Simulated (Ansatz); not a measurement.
Run this with Ansatz 0.2.0 through its Python package and show what comes out.

`be_fdcheck.py`:
```python
"""Forces and pressure of Be against finite differences of the energy with displaced atoms."""

import warnings

import ansatz as az
import numpy as np

vectors0 = np.array([
    [3.75072, 0.05846, -0.01136],
    [0.05846, 3.74339, 0.00454],
    [-0.00692, 0.00276, 2.259],
])
sites = [
    ("Be", [0.29501, 0.30544, 0.99474]),
    ("Be", [0.69543, 0.70118, 0.00395]),
    ("Be", [0.19621, 0.80332, 0.5064]),
    ("Be", [0.79752, 0.21111, 0.50192]),
]


def on_lattice(cell):
    crystal = az.Crystal(lattice=az.Lattice.of(cell))
    for symbol, position in sites:
        crystal = crystal.atom(symbol, position)
    return crystal

warnings.simplefilter("ignore", az.DeckWarning)

def solve(crystal):
    return (
        crystal.calculation()
        .functional("lda")
        .occupations(az.OccupationsMethod.GAUSSIAN, width=100 * az.meV)
        .basis(540, xc_grid=2)
        .kpoints(4, 4, 7)
        .scf(tolerance=1e-09)
        .forces()
        .stress()
        .run(threads=1)
    ).report


centre = solve(on_lattice(vectors0))
start = on_lattice(vectors0)
# central difference: F = -(E(+h) - E(-h)) / 2h
print(f"force on atom 3 along x: analytic {centre['forces_ev_ang'][3][0]:.4f} eV/A")
for h in (0.004, 0.016):
    shift = np.eye(3)[0] * h @ np.linalg.inv(vectors0)
    plus, minus = (solve(start.move(3, to=np.array(sites[3][1]) + sign * shift))["lagrangian_ev"] for sign in (1, -1))
    print(f"  step {h} A: numerical {-(plus - minus) / (2 * h):.4f} eV/A")
# P = -dF/dV; the difference feels the change of the plane-wave count with the cell
volume = abs(np.linalg.det(vectors0))
larger, smaller = (solve(on_lattice(vectors0 * (1 + sign * 0.005) ** (1 / 3)))["lagrangian_ev"] for sign in (1, -1))
numerical = -(larger - smaller) / (0.01 * volume) * 160.21766
print(f"pressure: analytic {np.trace(centre['stress_gpa']) / 3:.3f}, numerical {numerical:.3f} GPa")
```

`python be_fdcheck.py` gives:
```text
force on atom 3 along x: analytic 0.0398 eV/A
  step 0.004 A: numerical 0.0398 eV/A
  step 0.016 A: numerical 0.0397 eV/A
pressure: analytic -3.426, numerical -3.424 GPa
```

What to keep in mind:
- These settings explore the input space; cutoff and mesh may be short of convergence.
- The mesh is modest for a metal, so energies can be off by several to tens of meV an atom and pressures by half a GPa or more; differences at equal mesh fare better.
- The program warned that this SCF threshold is loose for forces or stresses.
- Pressure is positive in compression.
- The cell is a database structure, distorted on purpose.
- The central difference errs as the square of the step, so the shorter step is the fairer test; what remains comes from the finite grid and the SCF threshold.
- The script silences the warnings on its input, which a real study should read.
- Hardware and time: 19 s on 1 thread of Arm Neoverse V1, on a shared host, peak memory 0.37 GiB.
